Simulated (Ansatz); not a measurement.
Write a Python script for Ansatz's Python interface that makes a test of scalar relativity of HSe (charge -1). Use (for the species named): PBE, cc-pVTZ basis, multiplicity 1.

```xyz
2

H     0.0000    0.0000    0.0000
Se    0.0000    0.0000    1.5350
```

`hse_x2c.py`
```python
# -*- coding: utf-8 -*-
'''HSe(-) with and without the spin-free two-component Hamiltonian.'''

import ansatz as az
import numpy as np

GEOMETRY = '''
H     0.00000    0.00000    0.00000
Se    0.00000    0.00000    1.53500
'''


def main():
    geometry = az.Crystal.molecule()
    for line in GEOMETRY.strip().splitlines():
        symbol, *xyz = line.split()
        geometry = geometry.atom(symbol, [float(v) for v in xyz])

    calculation = (
        geometry.calculation()
        .functional('pbe')
        .charge(-1)
        .forces()  # minus the gradient of the free energy
    )
    # a set contracted for a scalar-relativistic Hamiltonian goes with the relativistic run
    sets = {'none': 'cc-pVTZ', 'scalar': 'cc-pVTZ-DK'}
    found = {kind: calculation.basis(gaussian=basis).pseudopotentials(relativity=kind).run(threads=1).report for kind, basis in sets.items()}
    for kind, each in found.items():
        dipole = 4.803205 * np.linalg.norm(each['charge_distribution']['dipole_moment_e_ang'])
        print(f'{kind:7s} E = {each["free_energy_ev"]:.4f} eV  dipole {dipole:.3f} D  largest force component {np.abs(each["forces_ev_ang"]).max():.4f} eV/A')
    print(f'relativity lowers the total energy by {found["none"]["free_energy_ev"] - found["scalar"]["free_energy_ev"]:.3f} eV')


if __name__ == '__main__':
    main()
```

```console
$ python hse_x2c.py
none    E = -65358.1904 eV  dipole 0.059 D  largest force component 0.8001 eV/A
scalar  E = -66129.1000 eV  dipole 0.023 D  largest force component 0.8088 eV/A
relativity lowers the total energy by 770.910 eV
```

What to keep in mind:
- Total energies depend on the basis set; only differences at equal settings carry meaning.
- The geometry is a force-field or estimated start, not a minimum of this method. The basis set changes with the Hamiltonian (a set recontracted for scalar relativity), and most of the change in the total lies in the cores.
- An ion's dipole depends on the origin; the program takes it about the centre of nuclear charge.
- Anions want diffuse functions, which this basis lacks.
- Hardware and time: 1.8 s on 1 thread of Arm Neoverse V1 (shared host), peak memory 0.16 GiB.
